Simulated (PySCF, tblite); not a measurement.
# C₅H₁₅AsGe: geometry, infrared bands and NMR shifts

Wanted: the infrared bands and NMR shifts of C₅H₁₅AsGe (`C[CH2][GeH2][CH2]CC[AsH2]`), by calculation.

The runs use tblite 0.8.0 and PySCF 2.14.0, with density-fitted response routines of our own; the level of theory stands in each step. All values are computed, except where a source is named. Atoms are numbered from 0 throughout.

## 1. Starting geometry

22 atoms, charge 0, multiplicity 1; geometry from: force field or distance geometry start.

Bonds of the start (Å): C0–C1 1.49, C1–Ge2 1.97, Ge2–C3 1.92, C3–C4 1.52, C4–C5 1.52, C5–As6 1.98, C0–H7 1.11, C0–H8 1.12, C0–H9 1.11, C1–H10 1.12, C1–H11 1.09, Ge2–H12 1.58, Ge2–H13 1.56, C3–H14 1.12, C3–H15 1.09, C4–H16 1.09, C4–H17 1.12, C5–H18 1.12, C5–H19 1.11, As6–H20 1.57, As6–H21 1.57.

## 2. Relaxing the molecule with GFN2-xTB

What the job is given:

```
{"job": {"kind": "relax", "xc": "GFN2-xTB", "basis": "xTB"}, "charge": 0, "multiplicity": 1}
C     -3.788600     0.455700     0.090800
C     -2.433800     0.274400    -0.514200
Ge    -1.083400    -0.214100     0.834200
C      0.603800     0.005600    -0.052800
C      1.630800    -1.038200     0.342100
C      2.876800    -0.698900    -0.456800
As     3.490900     1.117700     0.020500
H     -4.254400     1.412900    -0.224100
H     -4.436600    -0.360700    -0.311200
H     -3.771800     0.338600     1.196400
H     -2.451500    -0.610000    -1.207500
H     -2.095800     1.184100    -1.000000
H     -1.234600     0.731600     2.085700
H     -1.313900    -1.680600     1.308100
H      0.419500    -0.157400    -1.141400
H      0.939700     1.026900     0.122800
H      1.807300    -1.101700     1.419900
H      1.268200    -2.007800    -0.074900
H      3.675000    -1.448200    -0.231400
H      2.717100    -0.775900    -1.557500
H      2.495000     2.225800    -0.464400
H      4.930000     1.339700    -0.570300
```

Launch:

```console
$ OMP_NUM_THREADS=1 python probes_run.py task.json out
```

The driver reads the jobs from task.json and runs them one after another.

**Question.** This job is followed by: GFN2-xTB harmonic vibrations, gas phase; GIAO PBE0/pcSseg-1 NMR shielding, non-relativistic, gas phase. Predict these results of the whole session: strongest single infrared mode (GFN2-xTB); zero-point energy (GFN2-xTB); ¹³C shifts against TMS (PBE0/pcSseg-1); ¹H shifts against TMS (PBE0/pcSseg-1, means over atoms taken as alike); ⁷³Ge shifts against GeMe4 (PBE0/pcSseg-1); ⁷⁵As shifts against AsH3 (PBE0/pcSseg-1); surface potential, 1st and 99th percentile.

As calculated:

| quantity | value |
| --- | --- |
| strongest single infrared mode (GFN2-xTB) | 1906 cm⁻¹, 795 km/mol |
| zero-point energy (GFN2-xTB) | 110.1 kcal/mol |
| ¹³C shifts against TMS (PBE0/pcSseg-1) | 29.6, 23.2, 17.0, 12.9, 9.0 ppm |
| ¹H shifts against TMS (PBE0/pcSseg-1, means over atoms taken as alike) | 3.70, 3.00, 1.97, 1.70, 1.20, 0.95, 0.74 ppm |
| ⁷³Ge shifts against GeMe4 (PBE0/pcSseg-1) | -115 ppm |
| ⁷⁵As shifts against AsH3 (PBE0/pcSseg-1) | 238 ppm |
| surface potential, 1st and 99th percentile | -0.73 V and 0.67 V |

**Reading.** Over 170 steps the energy fell by 1.542 eV; of the close pairs, As6–H21 changed most, 1.571 to 1.503 Å. All 60 modes are real, so the xTB geometry is a minimum. The strongest single mode, at 1906 cm⁻¹, moves mainly H20. GFN2-xTB is a fitted tight-binding method: band positions and strengths are rough. Its intensities can rank the bands wrongly. At PBE0/pcSseg-1: Shielding is most anisotropic at As6 (span 327 ppm, paramagnetic term -1122 ppm). Spin-orbit coupling is left out, which matters for shieldings and couplings at and beside the heavy atoms.
